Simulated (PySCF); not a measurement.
# F6Mn ([MnF6]3-): the cost of one run

The runs use PySCF 2.14.0; levels as typed in each script, gas phase, geometry from GFN2-xTB.

1 further run of the same task is left out (it didn't finish).

## Step 1: The starting structure

7 atoms, charge -3, spin multiplicity 3.

Bond lengths: Mn1–F2 1.950 Å, Mn1–F3 1.950 Å, Mn1–F4 1.950 Å, Mn1–F5 1.951 Å, Mn1–F6 1.951 Å, Mn1–F7 1.950 Å. Angles: F2–Mn1–F3 179.9°, F2–Mn1–F4 90.0°, F2–Mn1–F5 90.0°, F2–Mn1–F6 90.0°, F2–Mn1–F7 90.0°, F3–Mn1–F4 90.0°, F3–Mn1–F5 90.0°, F3–Mn1–F6 90.0°, F3–Mn1–F7 90.0°, F4–Mn1–F5 180.0°, F4–Mn1–F6 90.0°, F4–Mn1–F7 90.0°, F5–Mn1–F6 90.0°, F5–Mn1–F7 90.0°, F6–Mn1–F7 180.0°.

Coordinates:

```xyz
7
F6Mn
Mn    0.0001    0.0002   -0.0006
F     0.8721    1.3784    1.0693
F    -0.8721   -1.3784   -1.0687
F    -0.8717    1.3796   -1.0674
F     0.8717   -1.3797    1.0679
F    -1.5110   -0.0006    1.2332
F     1.5110    0.0001   -1.2327
```

## Step 2: Response to an electric field (PBE0/def2-svpd)

Input file input.py:

```python
import numpy as np
from pyscf import gto, scf, dft
from pyscf.scf import atom_ks, atom_hf
from scipy.linalg import block_diag

def solve(mol, dm0=None, hcore=None):
    mf = (dft.UKS if mol.spin else dft.RKS)(mol, xc='pbe0')
    mf.grids.level = 3
    mf = mf.density_fit(auxbasis='def2-universal-jkfit')
    mf.conv_tol, mf.max_cycle = 1e-8, 80
    if hcore is not None:
        mf.get_hcore = lambda *args: hcore
    mf.kernel(dm0)
    if not mf.converged:
        mf = mf.newton().run(mf.mo_coeff, mf.mo_occ, max_cycle=30)
    assert mf.converged, 'SCF not converged'
    return mf

mol = gto.M(atom='''
Mn     0.00005     0.00022    -0.00059
F      0.87208     1.37837     1.06926
F     -0.87212    -1.37839    -1.06871
F     -0.87172     1.37964    -1.06741
F      0.87167    -1.37966     1.06795
F     -1.51101    -0.00064     1.23321
F      1.51097     0.00008    -1.23267
''', basis='def2-svpd', charge=-3, spin=2, verbose=4)
field = np.array([0.0, 0.0, 0.003])  # atomic units
mol.set_common_orig(mol.atom_charges() @ mol.atom_coords() / mol.atom_charges().sum())
mf = solve(mol)
out = dict(dm0=mf.make_rdm1(), d0=mf.dip_moment(unit='AU'), e0=mf.e_tot)
for name, sign in (('p', 1), ('m', -1)):
    h = mf.get_hcore() + sign * np.einsum('x,xij->ij', field, mol.intor('int1e_r'))
    mi = solve(mol, mf.make_rdm1(), h)
    out.update({'dm' + name: mi.make_rdm1(), 'd' + name: mi.dip_moment(unit='AU'), 'e' + name: mi.e_tot})
# spherically averaged free atoms, for the promolecule
atm = atom_ks.get_atm_nrks(mol, xc='pbe0')
pro = block_diag(*[(atm[a[0]][2] * atm[a[0]][3]) @ atm[a[0]][2].T for a in mol._atom])
np.savez('result.npz', pro=pro, **out)
```

Command:

```sh
OMP_NUM_THREADS=1 python input.py
```

Q: Estimate wall time and peak memory on 1 thread of Arm Neoverse V2, shared host.

About 4.4 min, with a peak of 0.86 GiB.
